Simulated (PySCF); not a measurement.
**GeH6OSeSi: NMR shifts at several levels of theory**

How much do the NMR shifts of GeH6OSeSi (`[GeH3][O][SiH2][SeH]`) depend on the level of theory, and what does each level cost?

The runs use PySCF 2.14.0, with density-fitted response routines of our own; the level of theory stands in each step. All values are computed, except where a source is named. Atoms count from 0, in the outputs and in this text.

## Step 1: Starting geometry

10 atoms, charge 0, multiplicity 1; geometry from: GFN2-xTB.

Bonds of the start (Å): Ge0–O1 1.75, O1–Si2 1.62, Si2–Se3 2.28, Ge0–H4 1.50, Ge0–H5 1.49, Ge0–H6 1.50, Si2–H7 1.46, Si2–H8 1.45, Se3–H9 1.44.

## Step 2: Geometry optimisation at PBE0-D3(BJ)/def2-SVP

What the job is given:

```
{"job": {"xc": "PBE0", "basis": "def2-SVP", "d3": "d3bj", "grid": 1, "kind": "geom"}, "charge": 0, "multiplicity": 1}
Ge    -1.558176     0.830846     0.281862
O     -0.376323    -0.073359    -0.632595
Si     0.879470    -1.086942    -0.567618
Se     2.373597    -0.400491     1.018073
H     -2.549848    -0.167424     0.792207
H     -2.109778     1.757742    -0.750911
H     -0.819724     1.529144     1.383965
H      0.470880    -2.415434    -0.134050
H      1.463995    -0.975443    -1.895103
H      2.234789     1.006015     0.769278
```

What it wrote:

```text
step   0  E = -4845.49553449  max force = 0.018971
step   1  E = -4845.50229996  max force = 0.007751
step   2  E = -4845.50319980  max force = 0.002206
step   3  E = -4845.50367321  max force = 0.004412
step   4  E = -4845.50413894  max force = 0.004268
step   5  E = -4845.50426695  max force = 0.001716
step   6  E = -4845.50429730  max force = 0.000443
step   7  E = -4845.50431031  max force = 0.000487
step   8  E = -4845.50437056  max force = 0.001552
step   9  E = -4845.50441870  max force = 0.006573
step  10  E = -4845.50455602  max force = 0.003841
step  11  E = -4845.50467011  max force = 0.003315
step  12  E = -4845.50477669  max force = 0.000968
step  13  E = -4845.50484338  max force = 0.002309
step  14  E = -4845.50485748  max force = 0.002247
step  15  E = -4845.50488171  max force = 0.000913
step  16  E = -4845.50488821  max force = 0.000210
optimisation converged
```

It took 1.9 min on 1 thread, shared host.

Along the way:

```csv
step,energy from step 0 (eV),largest force component (eV/Å)
0,0.0000,0.9755
1,-0.1841,0.3986
2,-0.2086,0.1134
3,-0.2215,0.2269
4,-0.2341,0.2195
5,-0.2376,0.0882
6,-0.2384,0.0228
7,-0.2388,0.0250
8,-0.2404,0.0798
9,-0.2418,0.3380
10,-0.2455,0.1975
11,-0.2486,0.1705
12,-0.2515,0.0498
13,-0.2533,0.1187
14,-0.2537,0.1155
15,-0.2544,0.0469
16,-0.2545,0.0108
```

Close pairs (by a distance rule), those that changed most:

```csv
bond,before (Å),after (Å),change (Å)
Ge0–O1,1.747,1.790,+0.043
Ge0–H4,1.497,1.539,+0.042
Ge0–H5,1.493,1.535,+0.041
Ge0–H6,1.499,1.537,+0.038
Se3–H9,1.435,1.472,+0.037
Si2–H7,1.456,1.492,+0.036
O1–Si2,1.615,1.649,+0.034
Si2–H8,1.455,1.487,+0.032
```

The final coordinates are the input of the step that follows.

```csv
at the end point,value
point group (found at 0.08 Å tolerance),C1
"rotational constants (GHz, main isotopes)","4.106, 0.782, 0.674"
dipole moment (D),1.16
```

## Step 3: Shielding tensors: PBE0/cc-pVTZ

What the job is given:

```
{"job": {"kind": "nmr", "xc": "PBE0", "basis": "cc-pVTZ", "pop": true}, "charge": 0, "multiplicity": 1}
Ge    -1.514556     0.846974     0.384127
O     -0.470072     0.061984    -0.839236
Si     0.805531    -0.976184    -0.715107
Se     2.039193    -0.595967     1.171946
H     -1.906369    -0.192445     1.448598
H     -2.736421     1.336259    -0.404976
H     -0.736703     2.018334     1.004536
H      0.366904    -2.392622    -0.548350
H      1.645438    -0.815762    -1.931925
H      2.516914     0.712460     0.695794
```

Level: GIAO PBE0/cc-pVTZ NMR shielding, non-relativistic, gas phase.

What it wrote:

```text
coarse grid: 41176 points
cycle   1  E = -4846.1998496475  dE = -1.246e+00  |g| = 9.106e-01  |ddm| = 5.432e+00
cycle   2  E = -4845.8326564616  dE =  3.672e-01  |g| = 1.631e+00  |ddm| = 2.455e+00
cycle   3  E = -4846.3240912745  dE = -4.914e-01  |g| = 2.070e-01  |ddm| = 1.717e+00
cycle   4  E = -4846.3321268697  dE = -8.036e-03  |g| = 5.526e-02  |ddm| = 3.021e-01
cycle   5  E = -4846.3325871135  dE = -4.602e-04  |g| = 1.290e-02  |ddm| = 6.718e-02
cycle   6  E = -4846.3326064391  dE = -1.933e-05  |g| = 2.655e-03  |ddm| = 1.311e-02
cycle   7  E = -4846.3326080658  dE = -1.627e-06  |g| = 7.979e-04  |ddm| = 5.013e-03
final grid: 81480 points
cycle   8  E = -4846.3325615381  dE = -1.674e-08  |g| = 9.850e-04  |ddm| = 3.538e-03
cycle   9  E = -4846.3325614327  dE =  1.054e-07  |g| = 1.197e-03  |ddm| = 3.110e-03
cycle  10  E = -4846.3325617854  dE = -3.527e-07  |g| = 5.345e-05  |ddm| = 1.642e-03
cycle  11  E = -4846.3325617858  dE = -4.129e-10  |g| = 2.411e-05  |ddm| = 7.822e-05
converged SCF energy = -4846.3325617858

GIAO shielding tensors (ppm)
atom      isotropic    diamagn.    paramagn.     s11        s22        s33       span
  0 Ge    1494.557    2754.584   -1260.027   1402.240   1408.323   1673.108    270.869
  1 O      302.159     378.942     -76.782    236.469    297.550    372.459    135.990
  2 Si     369.788     885.113    -515.325    299.382    358.855    451.126    151.743
  3 Se    2111.499    2999.987    -888.488   1880.734   2107.231   2346.532    465.798
  4 H       26.006      28.773      -2.766     19.692     22.762     35.566     15.874
  5 H       26.265      28.053      -1.788     19.892     21.693     37.210     17.318
  6 H       26.041      29.115      -3.074     19.339     23.378     35.407     16.068
  7 H       25.671      29.124      -3.452     21.119     24.480     31.415     10.296
  8 H       25.393      28.728      -3.335     20.622     24.345     31.213     10.591
  9 H       30.216      30.517      -0.302     21.886     25.436     43.325     21.439
```

Run time: 32 s. Hardware: 1 thread, shared host.

Shifts follow as δ = σ(reference) − σ, with reference shieldings (ppm) from runs at the same level and on the same kind of geometry: 1H TMS 31.29, 29Si TMS 360.0, 17O H2O 334.8, 77Se Me2Se 1842, 73Ge GeMe4 1415. The references are single molecules in the gas phase, so shifts against H2O, NH3, PH3, H3PO4 or CFCl3 are not on the usual liquid scales and can be off by tens of ppm. Atoms listed in one row are averaged.

```csv
atoms,environment,σ (ppm),δ (ppm)
"H7, H8","hydrogen on a silicon bonded to O, Se",25.53,5.76
"H4, H5, H6",hydrogen on a germanium bonded to O,26.10,5.19
H9,hydrogen on a selenium bonded to Si,30.22,1.08
Ge0,"germanium bonded to O, 3 H",1495,-79
O1,"oxygen bonded to Ge, Si",302.2,32.7
Si2,"silicon bonded to O, Se, 2 H",369.8,-9.8
Se3,"selenium bonded to Si, H",2111,-270
```

The run also stored atomic charges by several schemes (e):

```csv
atoms,Mulliken,IAO,Hirshfeld,ESP fit
Ge0,0.49,0.72,0.39,0.30
O1,-0.42,-0.85,-0.33,-0.28
Si2,0.33,0.87,0.33,0.24
Se3,-0.21,-0.25,-0.09,-0.24
```

Mayer bond orders: Ge0–O1 0.98, O1–Si2 1.25, Si2–Se3 1.09.

## Step 4: Nuclear shieldings: PBE0/aug-cc-pVDZ

The job, as its differences from that of step 3:

```diff
@@ -1,2 +1,2 @@
-{"job": {"kind": "nmr", "xc": "PBE0", "basis": "cc-pVTZ", "pop": true}, "charge": 0, "multiplicity": 1}
+{"job": {"kind": "nmr", "xc": "PBE0", "basis": "aug-cc-pVDZ", "pop": true}, "charge": 0, "multiplicity": 1}
 Ge    -1.514556     0.846974     0.384127
```

Level: GIAO PBE0/aug-cc-pVDZ NMR shielding, non-relativistic, gas phase.

What it wrote:

```text
coarse grid: 41176 points
cycle   1  E = -4846.0354999663  dE = -1.211e+00  |g| = 7.559e-01  |ddm| = 6.658e+00
cycle   2  E = -4845.7046441213  dE =  3.309e-01  |g| = 1.470e+00  |ddm| = 3.265e+00
cycle   3  E = -4846.1443120148  dE = -4.397e-01  |g| = 1.176e-01  |ddm| = 2.142e+00
cycle   4  E = -4846.1476708885  dE = -3.359e-03  |g| = 4.889e-02  |ddm| = 4.338e-01
cycle   5  E = -4846.1484234898  dE = -7.526e-04  |g| = 7.840e-03  |ddm| = 1.326e-01
cycle   6  E = -4846.1484390916  dE = -1.560e-05  |g| = 1.636e-03  |ddm| = 2.416e-02
cycle   7  E = -4846.1484399245  dE = -8.328e-07  |g| = 2.961e-04  |ddm| = 5.245e-03
final grid: 81480 points
cycle   8  E = -4846.1483632350  dE = -5.319e-08  |g| = 2.961e-04  |ddm| = 6.340e-03
cycle   9  E = -4846.1483632299  dE =  5.077e-09  |g| = 3.231e-04  |ddm| = 1.560e-03
cycle  10  E = -4846.1483632650  dE = -3.516e-08  |g| = 6.046e-05  |ddm| = 7.707e-04
cycle  11  E = -4846.1483632658  dE = -7.167e-10  |g| = 1.116e-05  |ddm| = 1.019e-04
converged SCF energy = -4846.1483632658

GIAO shielding tensors (ppm)
atom      isotropic    diamagn.    paramagn.     s11        s22        s33       span
  0 Ge    1612.221    2756.633   -1144.412   1517.278   1523.124   1796.262    278.985
  1 O      306.282     394.242     -87.960    248.750    299.294    370.802    122.052
  2 Si     423.635     887.385    -463.749    352.697    416.365    501.845    149.148
  3 Se    2172.658    3001.522    -828.864   1962.885   2162.542   2392.547    429.662
  4 H       25.941      27.644      -1.703     19.455     22.699     35.670     16.216
  5 H       26.192      27.234      -1.043     19.705     21.621     37.249     17.544
  6 H       25.933      27.723      -1.791     19.068     23.283     35.447     16.379
  7 H       25.657      27.229      -1.573     21.020     24.409     31.542     10.522
  8 H       25.366      26.924      -1.558     20.491     24.245     31.363     10.872
  9 H       30.345      30.402      -0.057     21.937     25.664     43.433     21.497
```

It took 21 s on 1 thread, shared host.

Key values: δ Ge0 -98, O1 29.6, Si2 -6.9, Se3 -294, H7 5.88, H4 5.37 ppm (means over like atoms).

## Step 5: Nuclear shieldings: PBE0/pcSseg-0

The job, as its differences from that of step 4:

```diff
@@ -1,2 +1,2 @@
-{"job": {"kind": "nmr", "xc": "PBE0", "basis": "aug-cc-pVDZ", "pop": true}, "charge": 0, "multiplicity": 1}
+{"job": {"kind": "nmr", "xc": "PBE0", "basis": "pcSseg-0", "pop": true}, "charge": 0, "multiplicity": 1}
 Ge    -1.514556     0.846974     0.384127
```

With the program's defaults for keys left out, this is: GIAO PBE0/pcSseg-0 NMR shielding, non-relativistic, gas phase.

What it wrote:

```text
coarse grid: 41176 points
cycle   1  E = -4840.4268930538  dE = -2.320e+00  |g| = 7.777e-01  |ddm| = 3.185e+00
cycle   2  E = -4840.1285335632  dE =  2.984e-01  |g| = 1.438e+00  |ddm| = 2.465e+00
cycle   3  E = -4840.5370862558  dE = -4.086e-01  |g| = 1.560e-01  |ddm| = 1.864e+00
cycle   4  E = -4840.5437723008  dE = -6.686e-03  |g| = 5.417e-02  |ddm| = 3.722e-01
cycle   5  E = -4840.5447393037  dE = -9.670e-04  |g| = 6.562e-03  |ddm| = 1.108e-01
cycle   6  E = -4840.5447494125  dE = -1.011e-05  |g| = 1.131e-03  |ddm| = 1.317e-02
cycle   7  E = -4840.5447498330  dE = -4.204e-07  |g| = 1.306e-04  |ddm| = 2.431e-03
final grid: 81480 points
cycle   8  E = -4840.5447172732  dE = -2.852e-08  |g| = 1.122e-04  |ddm| = 8.606e-04
cycle   9  E = -4840.5447172732  dE =  6.003e-11  |g| = 1.304e-04  |ddm| = 3.537e-04
cycle  10  E = -4840.5447172769  dE = -3.673e-09  |g| = 2.821e-05  |ddm| = 1.750e-04
cycle  11  E = -4840.5447172770  dE = -1.710e-10  |g| = 5.534e-06  |ddm| = 3.989e-05
converged SCF energy = -4840.5447172770

GIAO shielding tensors (ppm)
atom      isotropic    diamagn.    paramagn.     s11        s22        s33       span
  0 Ge    1609.062    2748.059   -1138.996   1494.738   1513.930   1818.519    323.781
  1 O      351.491     400.365     -48.874    205.182    373.093    476.197    271.015
  2 Si     370.965     877.711    -506.746    265.758    369.384    477.753    211.995
  3 Se    2158.324    2997.297    -838.973   1945.614   2139.356   2390.001    444.387
  4 H       27.176      28.344      -1.168     20.552     24.179     36.798     16.245
  5 H       27.250      28.302      -1.051     20.462     23.054     38.236     17.774
  6 H       27.268      28.602      -1.335     20.307     24.814     36.682     16.375
  7 H       26.846      28.645      -1.800     21.282     25.396     33.860     12.578
  8 H       26.731      28.719      -1.987     21.165     25.186     33.843     12.678
  9 H       32.089      30.226       1.863     23.431     27.601     45.234     21.803
```

Wall time 6.4 s (1 thread, shared host).

This run: δ Ge0 -61, O1 -13.6, Si2 -22.4, Se3 -297, H7 6.04, H4 5.60 ppm (means over like atoms).

## Step 6: Comparing the runs: NMR shifts

Shifts (ppm), means over like atoms, with basis size and wall time:

```csv
run,H7,H4,H9,Ge0,O1,Si2,Se3,functions,time
PBE0/cc-pVTZ,5.76,5.19,1.08,-79,32.7,-9.8,-270,234,32 s
PBE0/aug-cc-pVDZ,5.88,5.37,1.05,-98,29.6,-6.9,-294,176,21 s
PBE0/pcSseg-0,6.04,5.60,0.74,-61,-13.6,-22.4,-297,84,6.4 s
```

## Step 7: What came out

| quantity | value |
| --- | --- |
| point group | C1 |
| rotational constants (main isotopes) | 4.11, 0.78, 0.67 GHz |
| 1H shifts against TMS (PBE0/cc-pVTZ, means over atoms taken as alike) | 5.76, 5.19, 1.08 ppm |
| 73Ge shifts against GeMe4 (PBE0/cc-pVTZ) | -79 ppm |
| 17O shifts against H2O (PBE0/cc-pVTZ) | 32.7 ppm |
| 29Si shifts against TMS (PBE0/cc-pVTZ) | -9.8 ppm |
| 77Se shifts against Me2Se (PBE0/cc-pVTZ) | -270 ppm |
| range of the shift of O1 | -13.6 to 32.7 ppm |

**Reading.** Single values in the summary come from the first run of each kind that ended normally (PBE0/cc-pVTZ), which need not be the best level. The optimisation took 16 steps and gained 0.255 eV; among the close pairs (by a distance rule), Ge0–O1 changed most, from 1.747 to 1.790 Å. No frequency check was run at this level, so the end point may be a saddle. At PBE0/cc-pVTZ: The largest span, 466 ppm, is at Se3, where the paramagnetic term is -888 ppm. Across the 3 runs the shift of O1 moves most, between -13.6 (PBE0/pcSseg-0) and 32.7 ppm (PBE0/cc-pVTZ). Spin-orbit coupling is left out, which matters for shieldings and couplings at and beside the heavy atoms.
